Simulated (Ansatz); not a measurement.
# GaSiH3F2 (SMILES [F][Ga]([F])[SiH3]): BHLYP/6-31G(d) (spherical functions)

Aim: the vertical singlet–triplet gap of GaSiH3F2 at BHLYP/6-31G* (spherical functions), from 2 runs. 

The calculation is run with Ansatz 0.2.0.

78 further runs of the same task are left out: 1 that didn't finish, 77 set aside as unsound or not needed. Runs told in other sessions of the task aren't counted.

**1. The molecule**

GaSiH3F2: 7 atoms, total charge 0, spin state singlet. SMILES: `[F][Ga]([F])[SiH3]`. The coordinates come from a PBE0-D4/def2-TZVP relaxation.

Bond lengths: F1–Ga2 1.750 Å, Ga2–F3 1.749 Å, Ga2–Si4 2.387 Å, Si4–H5 1.483 Å, Si4–H6 1.483 Å, Si4–H7 1.484 Å. Angles: F1–Ga2–F3 110.4°, F1–Ga2–Si4 124.5°, F3–Ga2–Si4 125.2°, Ga2–Si4–H5 109.3°, Ga2–Si4–H6 108.8°, Ga2–Si4–H7 107.8°, H5–Si4–H6 110.6°, H5–Si4–H7 110.2°, H6–Si4–H7 110.0°.

**2. The energy at BHLYP/6-31G(d) (spherical functions)**

File job.yaml:

```yaml
crystal:
  periodic: [false, false, false]
  atoms:
    - symbol: F
      position_ang: [0.337700, -1.716900, 2.042000]
    - symbol: Ga
      position_ang: [0.749800, -0.872200, 0.566000]
    - symbol: F
      position_ang: [2.304600, -1.409500, -0.029300]
    - symbol: Si
      position_ang: [-0.636100, 0.761900, -0.486900]
    - symbol: H
      position_ang: [0.191200, 1.594100, -1.392900]
    - symbol: H
      position_ang: [-1.267600, 1.599600, 0.561500]
    - symbol: H
      position_ang: [-1.679500, 0.043100, -1.260400]
basis:
  gaussian:
    orbitals: 6-31G_st_-spherical.json
hamiltonian:
  xc: {name: BHLYP}
accuracy: high
output:
  orbitals: {seedname: orbitals}
```

The basis set 6-31G* is read from a file made from the Basis Set Exchange's data (not shown).

Command:

```console
ansatz run job.yaml --threads 1 --pin off --max-ram 3480MiB --events-out events.jsonl --progress --plain --runs-dir runs
```

Output:

```text
Warning: RAYON_NUM_THREADS=1 ignored (pool sized by the plan → 1); use --threads N
Functional definition: BHLYP
  name "BHLYP"
  parameter a = 0.5
  exchange = (1 - a)*b88_x + a*exact_x
  correlation = lyp_c
1770 factors; integrals over basis functions are off by at most 5.7e-9 eV
mean field evaluation 1: about -65725.4524 eV, gradient 4.8e1 eV
mean field evaluation 2: about -65722.5514 eV, gradient 6.8e1 eV
mean field evaluation 4: about -65729.2654 eV, gradient 1.2e0 eV
mean field evaluation 8: about -65729.5373 eV, gradient 6.0e-2 eV
mean field evaluation 16: about -65729.5373 eV, gradient 1.9e-5 eV
mean field -65729.53734125 eV, -2415.5159442105 hartree, gradient 2.5e-8 eV, S^2 0.000000; 0 other end points of the search recorded, 0 dependent functions left out
reference -65729.53737083 eV, -2415.5159452975 hartree; 33, 33 occupied and 51, 51 virtual orbitals, 1770 factors
Total energy: -65729.53737083 eV, -2415.5159452975 hartree
```

It took 16 s on 1 thread of Arm Neoverse N1, shared host; peak memory 0.3 GiB.

**3. The triplet at the same level**

File molecule.yaml:

```yaml
crystal:
  periodic: [false, false, false]
  atoms:
    - {symbol: F, position_ang: [0.337700, -1.716900, 2.042000]}
    - {symbol: Ga, position_ang: [0.749800, -0.872200, 0.566000]}
    - {symbol: F, position_ang: [2.304600, -1.409500, -0.029300]}
    - {symbol: Si, position_ang: [-0.636100, 0.761900, -0.486900]}
    - {symbol: H, position_ang: [0.191200, 1.594100, -1.392900]}
    - {symbol: H, position_ang: [-1.267600, 1.599600, 0.561500]}
    - {symbol: H, position_ang: [-1.679500, 0.043100, -1.260400]}
basis:
  gaussian: {orbitals: 6-31G_st_-spherical.json}
magnetization: {spin_polarized: true, initial_magnetization: 2}
hamiltonian: {xc: {name: BHLYP}}
accuracy: high
output: {orbitals: {seedname: orbitals}}
```

The basis set 6-31G* is read from a file made from the Basis Set Exchange's data (not shown).

Command:

```console
ansatz run molecule.yaml --threads 1 --pin off --max-ram 3480MiB --events-out events.jsonl --progress --plain --runs-dir runs
```

Output:

```text
Warning: RAYON_NUM_THREADS=1 ignored (pool sized by the plan → 1); use --threads N
[... 5 set-up lines as earlier in the session ...]
1770 factors; integrals over basis functions are off by at most 5.7e-9 eV
mean field evaluation 1: about -65718.9812 eV, gradient 3.3e1 eV
mean field evaluation 2: about -65711.8818 eV, gradient 5.8e1 eV
mean field evaluation 4: about -65723.1288 eV, gradient 6.9e-1 eV
mean field evaluation 8: about -65723.2111 eV, gradient 2.4e-1 eV
mean field evaluation 16: about -65723.9519 eV, gradient 3.2e-1 eV
mean field -65723.95326366 eV, -2415.3107331439 hartree, gradient 2.4e-8 eV, S^2 2.005658; 2 other end points of the search recorded, 0 dependent functions left out
reference -65723.95329324 eV, -2415.3107342312 hartree; 34, 32 occupied and 50, 52 virtual orbitals, 1770 factors
Total energy: -65723.95329324 eV, -2415.3107342312 hartree
```

Wall time 32 s (1 thread of Arm Neoverse N1, shared host); peak memory 0.45 GiB.

**4. What came out**

Level: BHLYP/6-31G* (spherical functions).

```
                                        quantity           value
                           singlet: total energy  -2415.51595 Eh
                            singlet: HOMO energy       -10.12 eV
                            singlet: LUMO energy        -0.80 eV
                          singlet: HOMO–LUMO gap         9.32 eV
                           triplet: total energy  -2415.31073 Eh
     triplet: HOMO energy (highest over α and β)        -4.59 eV
                                   triplet: ⟨S²⟩           2.006
vertical energy of the triplet above the singlet        5.584 eV
```

In words: At this shape the triplet lies 5.58 eV (539 kJ/mol) above the singlet.
